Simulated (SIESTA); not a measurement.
## Ti2C under changes of volume

One of the cells (12.931 Å³/atom); the others are scaled copies at fixed shape and fractional positions:

```
Ti C
1.0
     1.53036    0.88355    4.78146
    -1.53036    0.88355    4.78146
     0.00000   -1.76710    4.78146
Ti C
2 1
Direct
  0.75450 0.75450 0.75450
  0.24550 0.24550 0.24550
  0.50000 0.50000 0.50000
```

The cell comes from a database or a generator and needn't be the stable form of this composition.

* Program: SIESTA 5.4.2
* Functional: PBEsol
* Potentials or basis: PseudoDojo 0.4 standard (PBEsol files)
* Basis: DZP (energy shift 0.003 Ry; two zetas on semicore shells)
* Grid cutoff: 800 Ry
* Energy shift: 0.003 Ry
* k mesh: 10 × 10 × 10
* Occupations: fermi-dirac, width 0.05 eV
* Spin: no spin polarisation

```csv
volume (Å³/atom),energy over the lowest point (meV/atom),pressure (GPa),largest force (eV/Å)
12.403,14.17,9.0,0.746
12.667,3.45,4.3,0.475
12.931,0.00,0.1,0.227
13.458,12.47,-7.2,0.218
13.722,?,?,?
```

Task: What does the run at 13.722 Å³/atom give?

Result: Energy over the lowest point 26.99 meV/atom; pressure -10.3 GPa; largest force 0.413 eV/Å.

Worked out: A Birch-Murnaghan fit of order 2 (a polynomial in V^(-2/3)) to the other rows has its minimum at 12.93 Å³/atom with B0 = V·E''(V) = 197 GPa at fixed shape and positions, which overstates the stiffness. It gives 27.11 meV/atom at 13.722 Å³/atom, against the run's 26.99, and -dE/dV = -10.4 GPa, against -10.3.

Energies are extrapolated to zero smearing.

Caveats: the basis of atomic orbitals isn't converged, which shifts pressures, moduli and gaps.
